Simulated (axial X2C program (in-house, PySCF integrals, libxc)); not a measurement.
# GeCO⁺: bond lengths and stretches, held linear

The task here is to estimate one member of a computed series from the others.

Computed with an in-house X2C program for linear molecules on PySCF integrals. Level: all-electron X2C, two-component (2c) or spin-free, Ge dyall-v3z, C dyall-v3z, O dyall-av3z.

All values are calculated.

2 further runs of the same task are left out: 2 set aside as unsound or not needed.

The first run:

Input file task.json:

```json
{
 "zs": [
  32,
  6,
  8
 ],
 "q": 1,
 "bas": [
  "dyall-v3z",
  "dyall-v3z",
  "dyall-av3z"
 ],
 "r0": [
  1.91,
  1.13
 ],
 "symm": 0,
 "scan": [
  "PBE0",
  "HF",
  "r2SCAN"
 ],
 "levels": [
  "PBE0",
  "HF",
  "LDA"
 ],
 "nst": 2
}
```

Keys: zs atomic numbers; q charge; bas basis sets; r0 starting distance in Å; symm equal bonds; scan levels of the two-bond scan (MP2 follows by itself at each HF point); levels methods; nst determinants followed.

Run with:

```sh
python solin.py task.json out
```

Masses Ge 73.921, C 12.000, O 15.995 u.

Steps of the session up to this table: Scan at PBE0, 2c; Scan at r2SCAN, 2c; Scan at PBE0, spin-free.

One table of the session follows, with a row left open; its other results are not shown here.

```
            level  r(Ge–C) (Å)  r(C–O) (Å)  lower stretch (cm⁻¹)  upper stretch (cm⁻¹)
         PBE0, 2c        2.170       1.117                 240.6                2257.0
       r2SCAN, 2c            ?           ?                     ?                     ?
  PBE0, spin-free        2.161       1.117                 245.2                2253.4
    HF, spin-free        2.166       1.090                 257.5                2498.6
r2SCAN, spin-free        2.115       1.125                 276.0                2187.2
   MP2, spin-free        2.232       1.131                 214.1                2193.9
```

**Question.** Estimate the row for r2SCAN, 2c.

**Answer.** r(Ge–C) (Å): 2.122; r(C–O) (Å): 1.124; lower stretch (cm⁻¹): 272.5; upper stretch (cm⁻¹): 2190.8. In the column «r(Ge–C) (Å)» it lies between r2SCAN, spin-free (2.115) and PBE0, spin-free (2.161).

Scans not shown above were run alike.

Caveats from the session: The molecule was held linear; bending was not examined, so a bent shape may lie lower. Note: functional without a current term on a determinant with orbital currents, of the molecule or an atom.
